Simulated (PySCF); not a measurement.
**[TbCl4]−: other functionals and bases at one geometry**

One table from this session's results is given with a row withheld; the runs are named, their logs left out.

Computed with PySCF 2.14.0. Level: several levels, as the steps say, no spin–orbit coupling.

1 further run of the same task is left out (for a known fault of the program).

### The system as given

5 atoms, charge -1, spin multiplicity 1.

Bond lengths: Tb1–Cl2 2.544 Å, Tb1–Cl3 2.544 Å, Tb1–Cl4 2.544 Å, Tb1–Cl5 2.544 Å. Angles: Cl2–Tb1–Cl3 109.5°, Cl2–Tb1–Cl4 109.5°, Cl2–Tb1–Cl5 109.5°, Cl3–Tb1–Cl4 109.5°, Cl3–Tb1–Cl5 109.5°, Cl4–Tb1–Cl5 109.5°.

Geometry (Å):

```xyz
5
Cl4Tb
Tb    0.0000    0.0000    0.0000
Cl    1.4688    1.4688    1.4688
Cl   -1.4688   -1.4688    1.4688
Cl    1.4688   -1.4688   -1.4688
Cl   -1.4688    1.4688   -1.4688
```

Formal oxidation states: Tb +3. Each metal's 8 4f electrons lie in its core potential, so multiplicities, spins and levels count the valence alone. An earlier session relaxed this geometry at PBE0, Tb lcecp-1-SVP with ECP54, Cl def2-SVP (singlet, point group Td).

At PBE0 on the finer grid: E = -1876.570702 Eh, HOMO -4.52 eV, LUMO 3.39 eV, Mulliken charge on Tb1 +0.73 e, largest force component 0.001 eV/Å. 

Levels to run: TPSSh; BP86; PBE0, TZVP. Hardware: 2 threads of Arm Neoverse V1, shared host.

Set-up of the first run:

File run.py (the lines that set the calculation):

```python
mol = gto.M(atom='''
Tb     0.00000     0.00000     0.00000
Cl     1.46881     1.46881     1.46881
Cl    -1.46881    -1.46881     1.46881
Cl     1.46881    -1.46881    -1.46881
Cl    -1.46881     1.46881    -1.46881''',
    basis={'Tb': 'lcecp-1-SVP', 'Cl': 'def2-SVP'},
    ecp={'Tb': 'lcecp-1-SVP'},
    charge=-1, spin=0)
mf = dft.RKS(mol, xc='TPSSH')
mf.grids.atom_grid = (75, 302)  # f atoms: unpruned, at least (60, 302)
mf = mf.density_fit()  # fitting sets: Tb AutoAux, Cl def2-universal-JKFIT
mf.conv_tol = 1e-08; mf.max_cycle = 55
mf.kernel(dm0)  # dm0: the density of the relaxed state
```

Launch:

```console
$ OMP_NUM_THREADS=2 python run.py
```

Steps of the session up to this table: TPSSh; BP86; PBE0, TZVP.

One table of the session follows, with a row left open; its other results are not shown here.

| level | HOMO (eV) | gap (eV) | charge on Tb1 (e) | largest force component (eV/Å) |
| --- | --- | --- | --- | --- |
| PBE0 (relaxed here) | -4.52 | 7.91 | 0.73 | 0.00 |
| TPSSh | -3.82 | 7.06 | 0.76 | 0.07 |
| BP86 | -3.17 | 6.09 | 0.53 | 0.06 |
| PBE0, TZVP | ? | ? | ? | ? |

Estimate the missing values for PBE0, TZVP.

**Answer.** HOMO (eV): -4.78; gap (eV): 8.05; charge on Tb1 (e): 1.30; largest force component (eV/Å): 0.01. In the column «HOMO (eV)» it is the lowest.

In one basis the HOMO–LUMO gap runs from 6.09 eV (BP86) to 7.91 eV (PBE0). The largest leftover force, 0.07 eV/Å with TPSSh, stands at a geometry relaxed at another level. With 4f in the core, its levels are missing from HOMO and gap, and its count is fixed, so no charge can pass from the ligands into it. Total energies of different levels can't be compared.
